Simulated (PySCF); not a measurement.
# pentyl formate (C₆H₁₂O₂): geometry, NMR shifts, electronic excitations and core binding energies, part 2 of 2

PySCF 2.14.0. Atoms count from 0. Earlier steps stand in the parts before.

### 5 X-ray photoelectron lines: SCAN, X2C

The job: settings as JSON, then the geometry in Å.

```
{"job": {"kind": "xps"}, "charge": 0, "multiplicity": 1}
C      3.170520     0.305488     0.355108
C      1.849526     0.603431    -0.334965
C      0.726657    -0.336097     0.082883
C     -0.592720    -0.049448    -0.618163
C     -1.689591    -1.001845    -0.189495
O     -2.894572    -0.787323    -0.927129
C     -3.710094     0.163019    -0.481563
O     -3.532936     0.846440     0.486051
H      3.078077     0.391972     1.449710
H      3.962456     0.998060     0.032763
H      3.513974    -0.718287     0.135220
H      1.545353     1.643944    -0.125745
H      1.979428     0.545341    -1.430066
H      1.032669    -1.379742    -0.115918
H      0.584259    -0.269324     1.176777
H     -0.913738     0.982739    -0.401825
H     -0.465545    -0.123548    -1.711696
H     -1.900831    -0.894229     0.885644
H     -1.409739    -2.045011    -0.394797
H     -4.596493     0.223285    -1.147744
```

Level: delta-SCF UKS SCAN, pcX-2 on the ionised atom, pcseg-1 elsewhere, spin-free X2C.

The log of the run:

```text
ground state, core basis on atom 0 (C), 203 functions
  cycle   1  E = -386.10009827  |g| = 8.85e-01
  cycle   2  E = -385.60195895  |g| = 1.77e+00
  cycle   3  E = -386.22942808  |g| = 4.36e-01
  cycle   4  E = -386.26764773  |g| = 1.10e-01
  cycle   5  E = -386.26948352  |g| = 4.59e-02
  cycle   6  E = -386.26994010  |g| = 1.13e-02
  cycle   7  E = -386.26996580  |g| = 2.90e-03
  cycle   8  E = -386.26996910  |g| = 7.41e-04
  cycle   9  E = -386.26996857  |g| = 1.97e-04
  E(ground) = -386.29216293 Eh
hole in C 1s of atom 0
  cycle   1  E = -375.03301196  |g| = 1.50e+00
  cycle   2  E = -372.09993928  |g| = 2.34e+00
  cycle   3  E = -375.20167131  |g| = 9.21e-01
  cycle   4  E = -375.47612221  |g| = 5.22e-01
  cycle   5  E = -375.55445773  |g| = 2.94e-01
  cycle   6  E = -375.58743748  |g| = 8.21e-02
  cycle   7  E = -375.58961904  |g| = 3.01e-02
  cycle   8  E = -375.58997850  |g| = 7.13e-03
  cycle   9  E = -375.59000416  |g| = 2.36e-03
  cycle  10  E = -375.59000661  |g| = 1.24e-03
  cycle  11  E = -375.59000826  |g| = 3.45e-04
  E(ion) = -375.61134653 Eh   <S^2> = 0.7675   hole on atom = 1.000   binding energy = 290.640 eV
ground state, core basis on atom 1 (C), 203 functions
  cycle   1  E = -386.27044315  |g| = 5.87e-02
  cycle   2  E = -386.27039764  |g| = 2.42e-02
  cycle   3  E = -386.27044644  |g| = 1.97e-02
  cycle   4  E = -386.27054166  |g| = 1.08e-03
  cycle   5  E = -386.27054102  |g| = 5.34e-04
  cycle   6  E = -386.27054213  |g| = 1.75e-04
  E(ground) = -386.29311615 Eh
hole in C 1s of atom 1
  cycle   1  E = -375.02480950  |g| = 1.51e+00
  cycle   2  E = -373.46602556  |g| = 2.14e+00
  cycle   3  E = -375.41533315  |g| = 6.24e-01
  cycle   4  E = -375.46892999  |g| = 5.53e-01
  cycle   5  E = -375.57581606  |g| = 1.88e-01
  cycle   6  E = -375.58914683  |g| = 6.03e-02
  cycle   7  E = -375.59037709  |g| = 2.26e-02
  cycle   8  E = -375.59057915  |g| = 7.17e-03
  cycle   9  E = -375.59061006  |g| = 2.42e-03
  cycle  10  E = -375.59061435  |g| = 1.55e-03
  cycle  11  E = -375.59061565  |g| = 4.11e-04
  E(ion) = -375.61217575 Eh   <S^2> = 0.7690   hole on atom = 1.000   binding energy = 290.643 eV
ground state, core basis on atom 2 (C), 203 functions
  cycle   1  E = -386.27061785  |g| = 5.81e-02
  cycle   2  E = -386.27058039  |g| = 2.16e-02
  cycle   3  E = -386.27060386  |g| = 1.93e-02
  cycle   4  E = -386.27069077  |g| = 3.59e-03
  cycle   5  E = -386.27069369  |g| = 6.55e-04
  cycle   6  E = -386.27069239  |g| = 9.71e-05
  E(ground) = -386.29312190 Eh
hole in C 1s of atom 2
  cycle   1  E = -375.02145485  |g| = 1.51e+00
  cycle   2  E = -374.23090313  |g| = 1.91e+00
  cycle   3  E = -375.53920264  |g| = 3.50e-01
  cycle   4  E = -375.57962745  |g| = 1.62e-01
  cycle   5  E = -375.58730430  |g| = 8.23e-02
  cycle   6  E = -375.58931502  |g| = 3.67e-02
  cycle   7  E = -375.58978376  |g| = 1.38e-02
  cycle   8  E = -375.58985735  |g| = 4.75e-03
  cycle   9  E = -375.58986889  |g| = 1.34e-03
  cycle  10  E = -375.58987119  |g| = 8.24e-04
  cycle  11  E = -375.58987137  |g| = 2.42e-04
  E(ion) = -375.61130699 Eh   <S^2> = 0.7690   hole on atom = 1.000   binding energy = 290.667 eV
ground state, core basis on atom 3 (C), 203 functions
  cycle   1  E = -386.27062691  |g| = 5.84e-02
  cycle   2  E = -386.27058682  |g| = 2.30e-02
  cycle   3  E = -386.27061921  |g| = 1.99e-02
  cycle   4  E = -386.27071257  |g| = 2.42e-03
  cycle   5  E = -386.27071210  |g| = 8.09e-04
  cycle   6  E = -386.27071279  |g| = 2.06e-04
  E(ground) = -386.29334204 Eh
hole in C 1s of atom 3
  cycle   1  E = -375.02041149  |g| = 1.51e+00
  cycle   2  E = -374.23497105  |g| = 1.91e+00
  cycle   3  E = -375.53381256  |g| = 3.64e-01
  cycle   4  E = -375.57366896  |g| = 1.92e-01
  cycle   5  E = -375.58661589  |g| = 6.49e-02
  cycle   6  E = -375.58785813  |g| = 2.68e-02
  cycle   7  E = -375.58808085  |g| = 1.51e-02
  cycle   8  E = -375.58815660  |g| = 6.15e-03
  cycle   9  E = -375.58817521  |g| = 1.41e-03
  cycle  10  E = -375.58817668  |g| = 8.31e-04
  cycle  11  E = -375.58817753  |g| = 2.30e-04
  E(ion) = -375.60960071 Eh   <S^2> = 0.7685   hole on atom = 1.000   binding energy = 290.719 eV
ground state, core basis on atom 4 (C), 203 functions
  cycle   1  E = -386.27229039  |g| = 5.80e-02
  cycle   2  E = -386.27227150  |g| = 1.97e-02
  cycle   3  E = -386.27226949  |g| = 1.99e-02
  cycle   4  E = -386.27235682  |g| = 6.28e-03
  cycle   5  E = -386.27236404  |g| = 1.04e-03
  cycle   6  E = -386.27236564  |g| = 2.06e-04
  E(ground) = -386.29478256 Eh
hole in C 1s of atom 4
  cycle   1  E = -374.96827230  |g| = 1.51e+00
  cycle   2  E = -371.57924417  |g| = 2.66e+00
  cycle   3  E = -375.05951274  |g| = 1.01e+00
  cycle   4  E = -375.38313958  |g| = 6.10e-01
  cycle   5  E = -375.50253990  |g| = 2.53e-01
  cycle   6  E = -375.52221546  |g| = 1.28e-01
  cycle   7  E = -375.52830574  |g| = 2.93e-02
  cycle   8  E = -375.52864514  |g| = 1.03e-02
  cycle   9  E = -375.52870788  |g| = 2.86e-03
  cycle  10  E = -375.52871670  |g| = 1.63e-03
  cycle  11  E = -375.52871960  |g| = 8.11e-04
  cycle  12  E = -375.52871828  |g| = 1.99e-04
  E(ion) = -375.54955050 Eh   <S^2> = 0.7742   hole on atom = 1.000   binding energy = 292.393 eV
ground state, core basis on atom 5 (O), 203 functions
  cycle   1  E = -386.29941006  |g| = 9.91e-02
  cycle   2  E = -386.29800244  |g| = 9.62e-02
  cycle   3  E = -386.29847783  |g| = 8.15e-02
  cycle   4  E = -386.29965409  |g| = 1.95e-02
  cycle   5  E = -386.29972544  |g| = 2.00e-03
  cycle   6  E = -386.29972568  |g| = 4.16e-04
  E(ground) = -386.32055843 Eh
hole in O 1s of atom 5
  cycle   1  E = -365.64480411  |g| = 2.23e+00
  cycle   2  E = -363.78620727  |g| = 2.91e+00
  cycle   3  E = -365.98165291  |g| = 1.05e+00
  cycle   4  E = -366.23355397  |g| = 7.77e-01
  cycle   5  E = -366.45055613  |g| = 2.15e-01
  cycle   6  E = -366.46945262  |g| = 7.24e-02
  cycle   7  E = -366.47169380  |g| = 1.29e-02
  cycle   8  E = -366.47175859  |g| = 5.50e-03
  cycle   9  E = -366.47177335  |g| = 1.14e-03
  cycle  10  E = -366.47177465  |g| = 3.98e-04
  E(ion) = -366.49185264 Eh   <S^2> = 0.7628   hole on atom = 1.000   binding energy = 539.567 eV
ground state, core basis on atom 6 (C), 203 functions
  cycle   1  E = -386.27549269  |g| = 9.23e-02
  cycle   2  E = -386.27164972  |g| = 1.60e-01
  cycle   3  E = -386.27617293  |g| = 3.79e-02
  cycle   4  E = -386.27631573  |g| = 2.75e-02
  cycle   5  E = -386.27645735  |g| = 1.22e-03
  cycle   6  E = -386.27645783  |g| = 4.34e-04
  E(ground) = -386.29904410 Eh
hole in C 1s of atom 6
  cycle   1  E = -374.90660018  |g| = 1.50e+00
  cycle   2  E = -370.81030266  |g| = 2.74e+00
  cycle   3  E = -375.13442202  |g| = 7.70e-01
  cycle   4  E = -375.35215866  |g| = 4.84e-01
  cycle   5  E = -375.40291291  |g| = 3.23e-01
  cycle   6  E = -375.40713974  |g| = 3.05e-01
  cycle   7  E = -375.44640959  |g| = 4.87e-02
  cycle   8  E = -375.44752100  |g| = 1.34e-02
  cycle   9  E = -375.44760635  |g| = 4.47e-03
  cycle  10  E = -375.44762282  |g| = 2.44e-03
  cycle  11  E = -375.44762650  |g| = 1.26e-03
  cycle  12  E = -375.44762830  |g| = 7.38e-04
  cycle  13  E = -375.44762851  |g| = 3.50e-04
  E(ion) = -375.46838669 Eh   <S^2> = 0.8005   hole on atom = 1.000   binding energy = 294.717 eV
ground state, core basis on atom 7 (O), 203 functions
  cycle   1  E = -386.29865759  |g| = 9.76e-02
  cycle   2  E = -386.29728226  |g| = 9.35e-02
  cycle   3  E = -386.29750659  |g| = 8.63e-02
  cycle   4  E = -386.29889837  |g| = 5.90e-03
  cycle   5  E = -386.29890664  |g| = 6.26e-04
  cycle   6  E = -386.29890891  |g| = 3.27e-04
  E(ground) = -386.31897959 Eh
hole in O 1s of atom 7
  cycle   1  E = -365.70362573  |g| = 2.22e+00
  cycle   2  E = -363.96674223  |g| = 2.38e+00
  cycle   3  E = -366.16285184  |g| = 7.93e-01
  cycle   4  E = -366.48054900  |g| = 3.53e-01
  cycle   5  E = -366.51998800  |g| = 1.26e-01
  cycle   6  E = -366.52114063  |g| = 1.21e-01
  cycle   7  E = -366.52684362  |g| = 1.47e-02
  cycle   8  E = -366.52695397  |g| = 6.19e-03
  cycle   9  E = -366.52697238  |g| = 1.42e-03
  cycle  10  E = -366.52697410  |g| = 7.54e-04
  cycle  11  E = -366.52697387  |g| = 3.41e-04
  E(ion) = -366.54792636 Eh   <S^2> = 0.7651   hole on atom = 1.000   binding energy = 537.998 eV
```

It took 2.5 min on 1 thread, shared host.

Binding energies by hole, beside the orbital energy of the ground state; the difference holds orbital relaxation and, for a density functional, its self-interaction error:

```csv
hole,stands for,environment,ΔSCF (eV),−ε (eV),⟨S²⟩
C1s on C0,C0,methyl carbon,290.64,273.4,0.767
C1s on C1,C1,sp3 CH2,290.64,273.7,0.769
C1s on C2,C2,sp3 CH2,290.67,273.8,0.769
C1s on C3,C3,sp3 CH2,290.72,273.8,0.768
C1s on C4,C4,sp3 CH2 bonded to O,292.39,275.3,0.774
O1s on O5,O5,ester alkoxy oxygen,539.57,518.0,0.763
C1s on C6,C6,ester carbonyl carbon,294.72,277.0,0.800
O1s on O7,O7,ester carbonyl oxygen,538.00,516.4,0.765
```

### 6 Outcome

This closing draws on all 2 parts.

| quantity | value |
| --- | --- |
| point group | C1 |
| rotational constants (main isotopes) | 6.00, 0.70, 0.67 GHz |
| ¹³C shifts against TMS (PBE0/pcSseg-1) | 164.7, 64.9, 31.8, 30.4, 26.6, 16.6 ppm |
| ¹H shifts against TMS (PBE0/pcSseg-1, means over atoms taken as alike) | 7.83, 4.02, 1.52, 1.23, 1.02, 0.91 ppm |
| ¹⁷O shifts against H2O (PBE0/pcSseg-1) | 443.1, 223.6 ppm |
| lowest singlet (CAM-B3LYP/def2-SVPD) | 5.91 eV (210 nm), f = 0.002 |
| brightest single state of those computed | state 2, 8.01 eV, f = 0.104 |
| lowest triplet | 5.36 eV |
| C1s binding energies, SCAN/pcX-2 | C6 294.72, C4 292.39, C3 290.72, C2 290.67, C1 290.64, C0 290.64 eV |
| O1s binding energies, SCAN/pcX-2 | O5 539.57, O7 538.00 eV |

Relaxing lowered the energy by 0.047 eV in 5 steps; the close pair that moved most is C0–H10, from 1.088 to 1.102 Å. No frequency check was run at this level, so the end point may be a saddle. At PBE0/pcSseg-1: The largest span, 701 ppm, is at O7, where the paramagnetic term is -513 ppm. The lowest singlet, at 5.91 eV, is HOMO→LUMO 0.84, HOMO→LUMO+1 0.10 and is weak; of the 10 states computed, the strongest absorption comes from state 2 at 8.01 eV. The lowest triplet lies 0.55 eV below the lowest singlet (triplets in Tamm-Dancoff, singlets in full TDDFT). The dipole moment, 2.03 D, compares with 1.90 D measured (one conformer here). C6 (ester carbonyl carbon) binds its C1s electron 4.08 eV more tightly than C0 (methyl carbon). O5 (ester alkoxy oxygen) binds its O1s electron 1.57 eV more tightly than O7 (ester carbonyl oxygen).
